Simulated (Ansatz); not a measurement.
**Si₄H₈: small, medium and large basis sets**

An exercise on one series of results from a longer session: the logs are not shown, and one member is left open.

The runs use Ansatz 0.2.0, Gaussian basis; one geometry, several basis sets.

Levels to be run: PBE0-D4/def2-SVP; ωB97M-V/def2-SVP; PBE0-D4/def2-QZVPP; ωB97M-V/def2-QZVPP; the functionals' def2-TZVPP values are taken from earlier runs.

### The relaxed structure

All runs share one geometry, relaxed beforehand with PBE0-D4 in a triple-zeta def2 set.

SMILES `[SiH2]1[SiH2][SiH2][SiH2]1`, 12 atoms, charge 0, spin multiplicity 1.

Atoms are counted from 1 here; the program's logs count them from 0.

Bond lengths: Si1–Si2 2.364 Å, Si1–Si4 2.364 Å, Si1–H5 1.490 Å, Si1–H6 1.490 Å, Si2–Si3 2.364 Å, Si2–H7 1.489 Å, Si2–H8 1.490 Å, Si3–Si4 2.364 Å, Si3–H9 1.490 Å, Si3–H10 1.490 Å, Si4–H11 1.490 Å, Si4–H12 1.489 Å. Angles: Si2–Si1–Si4 90.0°, Si2–Si1–H5 114.3°, Si2–Si1–H6 114.4°, Si4–Si1–H5 114.3°, Si4–Si1–H6 114.4°, H5–Si1–H6 108.6°, Si1–Si2–Si3 90.0°, Si1–Si2–H7 114.3°, Si1–Si2–H8 114.4°, Si3–Si2–H7 114.3°, Si3–Si2–H8 114.4°, H7–Si2–H8 108.7°, Si2–Si3–Si4 90.0°, Si2–Si3–H9 114.4°, Si2–Si3–H10 114.4°, Si4–Si3–H9 114.4°, Si4–Si3–H10 114.3°, H9–Si3–H10 108.6° and more.

Set-up of the first run:

in.yaml reads:

```yaml
crystal:
  periodic: [false, false, false]
  atoms:
    - {symbol: Si, position_ang: [-0.258230, -1.504336, 0.682691]}
    - {symbol: Si, position_ang: [1.219633, -0.639451, -0.947730]}
    - {symbol: Si, position_ang: [0.260454, 1.505056, -0.680315]}
    - {symbol: Si, position_ang: [-1.221341, 0.638909, 0.945869]}
    - {symbol: H, position_ang: [0.414895, -2.028118, 1.903846]}
    - {symbol: H, position_ang: [-1.197007, -2.542844, 0.173858]}
    - {symbol: H, position_ang: [1.044683, -1.224283, -2.306394]}
    - {symbol: H, position_ang: [2.659851, -0.719872, -0.576251]}
    - {symbol: H, position_ang: [1.201176, 2.539146, -0.166184]}
    - {symbol: H, position_ang: [-0.409133, 2.035056, -1.900774]}
    - {symbol: H, position_ang: [-1.055355, 1.225281, 2.305017]}
    - {symbol: H, position_ang: [-2.659645, 0.715467, 0.566357]}
basis:
  gaussian: {orbitals: def2-SVP}
hamiltonian: {xc: pbe0, dispersion: d4}
output: {orbitals: {seedname: orbitals}}
```

Among the steps run: PBE0-D4 in def2-SVP; ωB97M-V in def2-SVP; PBE0-D4 in def2-QZVPP; ωB97M-V in def2-QZVPP.

One of the session's tables, all rows but one given; the rest of the session is left out.

It belongs to the step «Density functionals: the series». 

```
functional       basis  HOMO (eV)  LUMO (eV)
   PBE0-D4    def2-SVP      -7.66      -1.37
   PBE0-D4  def2-TZVPP      -7.57      -1.50
   PBE0-D4  def2-QZVPP      -7.57      -1.53
   ωB97M-V    def2-SVP      -9.52       0.50
   ωB97M-V  def2-TZVPP      -9.47       0.29
   ωB97M-V  def2-QZVPP          ?          ?
```

**Question.** Estimate the row for ωB97M-V, def2-QZVPP.

As computed: HOMO (eV): -9.48; LUMO (eV): 0.24. In the column «HOMO (eV)» it lies between ωB97M-V, def2-SVP (-9.52) and ωB97M-V, def2-TZVPP (-9.47).
